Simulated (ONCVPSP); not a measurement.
# Pseudopotential generation for Ge: ONCV, LDA (Perdew-Wang 92)

Do these settings give a usable potential? It is generated, then checked for transferability, scattering, ghosts and hardness.

Method: ONCVPSP 4.0.1.1 (patched build), LDA (Perdew-Wang 92), scalar-relativistic.

## Step 1: The atom and the settings

The settings as typed:

| Quantity | Value |
| --- | --- |
| element | germanium (Ge, Z = 32) |
| type | optimised norm-conserving Vanderbilt (ONCV) |
| frozen core | [Ar] |
| valence charge | 14 |
| reference configuration | 3d10 4s2 4p1.5 (charge +0.5) |
| partial waves | 4s: rc 1.90 bohr, ncon 5, nbas 9, qcut 2.7 1/bohr, 1 projector; 4p: rc 1.60 bohr, ncon 4, nbas 7, qcut 5 1/bohr, 1 projector; 3d: rc 0.65 bohr, ncon 4, nbas 8, qcut 16.6 1/bohr, 3 projectors, debl 0.9 Ha |
| local potential | polynomial inside 0.50 bohr (lpopt 5, dvloc0 0 Ha) |
| core correction | polynomial model core, fcfact 0.45 |

An earlier all-electron run gives the scale for the radii.

All-electron outer shells of the reference configuration (LDA (PZ), scalar-relativistic, ld1.x):

```tsv
shell	level (eV)	outermost node (bohr)	outermost maximum (bohr)
3s	-172.00	0.26	0.54
3p	-119.64	0.23	0.54
3d	-33.81	–	0.50
4s	-15.85	0.77	1.73
4p	-7.57	0.82	2.14
```

## Step 2: Generation

Contents of Ge.dat:

```
# ATOM AND REFERENCE CONFIGURATION
# atsym  z   nc   nv     iexc    psfile
  Ge 32.00    5    3  -001012      upf
#
#   n    l    f
    1    0    2.00
    2    0    2.00
    2    1    6.00
    3    0    2.00
    3    1    6.00
    3    2   10.00
    4    0    2.00
    4    1    1.50
#
# PSEUDOPOTENTIAL AND OPTIMIZATION
# lmax
    2
#
#   l,   rc,      ep,       ncon, nbas, qcut
    0    1.90    0.00    5    9    2.70
    1    1.60    0.00    4    7    5.00
    2    0.65    0.00    4    8   16.60
#
# LOCAL POTENTIAL
# lloc, lpopt,  rc(5),   dvloc0
    4    5    0.50    0.00
#
# VANDERBILT-KLEINMAN-BYLANDER PROJECTORs
# l, nproj, debl
    0    1    2.40
    1    1    3.50
    2    3    0.90
#
# MODEL CORE CHARGE
# icmod, fcfact, rcfact
    1    0.45    0.00
#
# LOG DERIVATIVE ANALYSIS
# epsh1, epsh2, depsh
   -3.00    5.00    0.02
#
# OUTPUT GRID
# rlmax, drl
    6.00    0.01
#
# TEST CONFIGURATIONS
# ncnf
    4
# nvcnf
#   n    l    f
    3
    3    2   10.00
    4    0    2.00
    4    1    2.00
#
    3
    3    2   10.00
    4    0    2.00
    4    1    1.00
#
    3
    3    2   10.00
    4    0    2.00
    4    1    0.00
#
    3
    3    2   10.00
    4    0    0.00
    4    1    4.00
#
```

Launch:

```sh
oncvpsp.x < Ge.dat > Ge.out
```

Before running it: what results should come out? Wanted: cutoffs for 1 and 0.1 mHa per electron, occupied waves; bound ghosts; GHOST(+) flags; largest test error; largest phase difference near zero energy, channels read; rms error of d²Exc/dn², without and with the model core; projector energies reset by the program.

**Answer**, as computed:

| quantity | value |
| --- | --- |
| cutoffs for 1 and 0.1 mHa per electron, occupied waves | 486 Ha and 584 Ha |
| bound ghosts | s at -584.53 eV, p at -208.85 eV, d at -149.00 eV |
| GHOST(+) flags | d at 4935 eV |
| largest test error (AE − PS) | -18 meV, for 3d10 4s0 4p4 |
| largest phase difference near zero energy, channels read | 0.035 rad |
| rms error of d²Exc/dn², without and with the model core | 7.46 and 2.66 mHa |
| projector energies reset by the program | d: -1.243, 0.250, 1.150 Ha |

What this shows: It has a bound ghost (s, p, d), a state that the atom doesn't have, and that rules the file out. By total energies transferability is good: the largest error is 18 meV on 13.5 eV, for 3d10 4s0 4p4. Atomic tests can pass in spite of a ghost, since they solve only for the levels asked. The potential is very hard: the looser tolerance needs 486 Ha. At the looser tolerance the 3d wave is the slowest; 4s needs 49 Ha. Near zero energy the largest phase difference among the channels read is 0.03 rad, in the s channel. The program also flags highly localised states, GHOST(+) (d). These are tests on the free atom; a crystal test is still owed.
